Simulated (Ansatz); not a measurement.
# FGeHSi: the cost of one run

The runs use Ansatz 0.2.0, Gaussian basis; the settings change from run to run.

8 further runs of the same task are left out: 4 that didn't finish, 4 set aside as unsound or not needed.

## Step 1: The geometry

The geometry is a PBE0/def2-TZVP stationary point (not a proven minimum). No spin-orbit coupling is included. The filled d shell of Ge may be among the frozen orbitals whatever the setting's name suggests; the logs give the count.

4 atoms, charge 0, spin multiplicity 1.

Atoms are counted from 1 here; the program's logs count them from 0.

Bond lengths: F1–Si3 1.604 Å, Ge2–Si3 2.275 Å, Si3–H4 1.490 Å. Angles: F1–Si3–Ge2 127.1°, F1–Si3–H4 107.5°, Ge2–Si3–H4 125.4°.

Geometry (Å):

```xyz
4

F     0.0000   -0.5705   -2.3661
Ge    0.0000   -0.0534    1.0813
Si    0.0000    0.4582   -1.1351
H     0.0000    1.8363   -1.7022
```

## Step 2: CCSD(T) on UHF/cc-pVDZ

Contents of in.yaml:

```yaml
crystal:
  periodic: [false, false, false]
  atoms:
    - {symbol: F, position_ang: [0.000000, -0.570508, -2.366098]}
    - {symbol: Ge, position_ang: [0.000000, -0.053434, 1.081331]}
    - {symbol: Si, position_ang: [0.000000, 0.458218, -1.135107]}
    - {symbol: H, position_ang: [0.000000, 1.836321, -1.702238]}
basis:
  gaussian: {orbitals: cc-pVDZ}
magnetization: {spin_polarized: true, initial_magnetization: 0}
correlation: {method: ccsd_t, electrons: outside_noble_gas}
accuracy: high
scf: {omitted_lower_state_checks: [cluster_reference]}
```

The run is started by

```bash
$ ansatz run in.yaml --threads 1 --pin off --events-out ev --progress --plain --max-ram 2393MiB
```

**Question.** How long does this run take on 1 thread of Arm Neoverse V1, shared host, and how much memory does it need?

About 25 s, with a peak of 0.26 GiB.
